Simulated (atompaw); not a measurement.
# Lu: generating and testing a PAW (atompaw) potential

Task: generate the file, and judge it by its logarithmic derivatives, its ghosts and its cutoff.

Program: atompaw 4.2.0.5. Reference atom: PBEsol, scalar-relativistic, spherical and spin-unpolarised. All values are calculated.

### 1 The atom and the settings

Typed settings, in words:

```
element                 : lutetium (Lu, Z = 71)
type                    : PAW
frozen core             : [Kr] 4d10
valence charge          : 25
reference configuration : 4f14 5s2 5p6 5d1 6s2 6p0
partial waves           : 5s (bound): rc 2.10 bohr; 6s (bound): rc 3.00 bohr; 5p (bound): rc 2.35 bohr; 6p (bound, empty): rc 1.95 bohr; 5d (bound): rc 3.00 bohr; 5d channel at 0.8 Ry: rc 3.00 bohr; 4f (bound): rc 1.00 bohr; 4f channel at 2.15 Ry: rc 1.00 bohr
local potential         : vpsmatchnc scheme with l = 4 at 1 Ry, radius 2.40 bohr
core correction         : smooth core density matched at 2.60 bohr
augmentation charge     : sinc compensation charge, radius 2.55 bohr; PAW radius 3.00 bohr; waves and projectors: custom polynom vanderbiltortho
```

An earlier all-electron run gives the scale for the radii.

All-electron outer shells of the reference configuration (PBEsol, scalar-relativistic, ld1.x):

```csv
shell,level (eV),outermost node (bohr),outermost maximum (bohr)
4p,-357.81,0.25,0.47
4d,-191.76,0.23,0.48
5s,-61.09,0.57,1.04
5p,-31.68,0.61,1.19
4f,-9.65,–,0.47
6s,-4.67,1.41,3.04
5d,-1.77,0.68,1.84
6p,-1.32,1.73,4.26
```

### 2 The generation run

Lu.input

```
Lu 71
GGA-PBESOL scalarrelativistic loggrid 2001 logderivrange -6 5 276
6 6 5 4 0 0
6 1 0
5 2 1
0 0 0
c
c
c
c
v
v
c
c
c
v
v
c
c
v
v
3
3.00 2.55 2.40 2.60
n
n
y
0.8
n
y
2.15
n
custom polynom vanderbiltortho sinc
4 1 vpsmatchnc
2.10
3.00
2.35
1.95
3.00
3.00
1.00
1.00
PWSCFOUT
UPFDX 0.0125d0 UPFXMIN -7.d0 UPFZMESH 71.d0
END
```

The run is started by

```bash
$ atompaw < Lu.input > Lu.log
```

Before running it: what results should come out? Wanted: cutoffs for 10 and 1 mRy, occupied levels; bound ghosts; largest phase difference near zero energy, channels read; lowest eigenvalue of the overlap; share of valence orbitals outside the PAW sphere; UPF file.

As calculated:

| quantity | value |
| --- | --- |
| cutoffs for 10 and 1 mRy, occupied levels | 230 Ry and over 300 Ry |
| bound ghosts | none found |
| largest phase difference near zero energy, channels read | 0.028 rad |
| lowest eigenvalue of the overlap (Bessel basis) | 0.412 (s) |
| share of valence orbitals outside the PAW sphere | 5s 0 %, 6s 65 %, 5p 1 %, 6p 90 %, 5d 38 %, 4f 0 % |
| UPF file | written |

By its cutoff, 230 Ry for the looser tolerance, it is very hard. The tighter tolerance needs over 300 Ry, and converged work needs a cutoff nearer that. The slowest occupied level is 4f: taken alone it needs 230 Ry to come within 1 mRy, against 21 Ry for 5p. It is free of bound ghosts as far as tested. Near zero energy the phases of the channels with partial waves agree within 0.028 rad. All of this concerns the isolated atom, not yet a solid.
